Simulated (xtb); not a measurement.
# GFN1-xTB run of CH6BrGaN− (SMILES C[NH][GaH2-][Br])

Aim: a structure relaxation of CH6BrGaN−. 

The results are computed with xtb 6.7.1 later snapshot.

5 further runs of the same task are left out: 5 set aside as unsound or not needed.

### Step 1. Starting point

The species is CH6BrGaN− (10 atoms), meant as a singlet with charge -1. As SMILES, `C[NH][GaH2-][Br]`. Geometry: a GFN2-xTB relaxation, a rough one for these elements and not checked as a minimum. This is one conformer, not always the lowest. The run starts from this shape.

Bond lengths: C1–N2 1.447 Å, N2–Ga3 1.869 Å, Ga3–Br4 2.302 Å, C1–H5 1.105 Å, C1–H6 1.093 Å, C1–H7 1.103 Å, N2–H8 1.017 Å, Ga3–H9 1.578 Å, Ga3–H10 1.569 Å. Some angles: C1–N2–Ga3 130.7°, N2–Ga3–Br4 106.0°, C1–N2–H8 109.7°, Ga3–N2–H8 116.9°, N2–C1–H5 113.4°, N2–C1–H6 109.0°, N2–C1–H7 111.6°, N2–Ga3–H9 117.7°, N2–Ga3–H10 107.6°, Br4–Ga3–H9 104.6°.

### Step 2. A geometry optimisation at GFN1-xTB

xcontrol reads:

```
$chrg -1
$spin 0
$end
```

input.xyz reads:

```xyz
10
CH6BrGaN
C     -1.08538     1.02467    -0.12697
N      0.23741     0.49489    -0.37690
Ga     1.07266    -1.05031     0.26137
Br    -0.47813    -2.73957     0.06087
H     -1.09945     1.83182     0.62704
H     -1.72824     0.21897     0.23729
H     -1.54130     1.42881    -1.04644
H      0.84166     1.23262    -0.72973
H      1.49841    -1.08067     1.78097
H      2.28235    -1.36124    -0.68749
```

Run with:

```
xtb input.xyz --input xcontrol -o vtight --gfn 1 > input.out
```

What values should one expect? Wanted: total energy at the end; HOMO energy; LUMO energy; HOMO–LUMO gap; dispersion energy.

Computed results:

At GFN1-xTB:

```
               quantity         value
total energy at the end  -14.05350 Eh
            HOMO energy      -4.59 eV
            LUMO energy       0.74 eV
          HOMO–LUMO gap       5.33 eV
      dispersion energy  -8.38 kJ/mol
```

What this shows: At the final geometry: Bond lengths: C1–N2 1.465 Å, N2–Ga3 1.985 Å, Ga3–Br4 2.405 Å, C1–H5 1.104 Å, C1–H6 1.095 Å, C1–H7 1.102 Å, N2–H8 1.020 Å, Ga3–H9 1.579 Å, Ga3–H10 1.571 Å. Some angles: C1–N2–Ga3 125.6°, N2–Ga3–Br4 105.0°, C1–N2–H8 106.0°, Ga3–N2–H8 113.8°, N2–C1–H5 113.4°, N2–C1–H6 110.5°, N2–C1–H7 110.4°, N2–Ga3–H9 114.3°, N2–Ga3–H10 105.7°, Br4–Ga3–H9 107.8°. The optimisation took 25 steps and changed the energy by -0.192 eV.
